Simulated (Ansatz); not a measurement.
## AsH₄NTe, SMILES N[AsH][TeH]: a relaxed scan of one distance, step by step

Computed with Ansatz 0.2.0 through its Python package.

Run as a notebook:

```python
import ansatz as az
from ase import Atoms
import numpy as np
```

```python
atoms = Atoms(['N', 'As', 'Te', 'H', 'H', 'H', 'H'], positions=[
    (-0.5464, 0.4739, -0.7811),
    (-0.6522, 0.0805, 1.0567),
    (0.8517, -1.9812, 0.7026),
    (-1.1812, -0.1207, -1.2779),
    (-0.9938, 1.4714, -0.905),
    (0.5682, 1.0287, 1.3736),
    (2.0149, -1.0206, -0.2145),
])
mol = az.Crystal.molecule_from_ase(atoms)
```

```python
calc = mol.calculation().basis(gaussian='def2-SVP').functional('hf')
symbols = [site.symbol for site in mol.cartesian_sites]
pairs = [(0, 1), (0, 3), (0, 4), (1, 2), (1, 5), (2, 6)]
print('held (A)   E (eV)        ', '  '.join(f'{symbols[i]}{i}-{symbols[j]}{j}' for i, j in pairs))
for length in [1.01, 1.1, 1.19, 1.32, 1.49]:
    data = calc.relax(constraints=[az.DistanceConstraint((0, 4), at=length)], force_tolerance=0.02, max_steps=60).run(threads=1).report
    xyz = np.array(data['positions_ang'])
    print(f'{length:6.2f} {data["free_energy_ev"]:14.5f}  ', '  '.join(f'{np.linalg.norm(xyz[i] - xyz[j]):.3f}' for i, j in pairs))
```

    held (A)   E (eV)         N0-As1  N0-H3  N0-H4  As1-Te2  As1-H5  Te2-H6
    DeckWarning: relax.constraints: the input's atoms, or those drawn, lie off the distances that are held; a relaxation that starts there is brought onto them ahead of its first SCF, by positions alone, [...]
      1.01   -69597.33494   1.821  1.003  1.010  2.633  1.504  1.651
      1.10   -69597.02629   1.827  1.004  1.100  2.605  1.512  1.651
      1.19   -69596.56963   1.860  1.008  1.190  2.606  1.507  1.648
      1.32   -69595.83154   1.867  1.009  1.320  2.602  1.507  1.648
      1.49   -69594.79415   1.869  1.010  1.490  2.603  1.506  1.648

What to keep in mind:
- Total energies depend on the basis set; only differences at equal settings carry meaning.
- Warnings are shown shortened and without file and line.
- The energies are electronic: no zero-point or thermal terms, and the basis set is short of its limit.
- def2 sets replace the cores of elements past krypton by effective core potentials.
- The whole script took 4.2 min on 1 thread of Arm Neoverse V2 (shared host), peak memory 0.28 GiB.
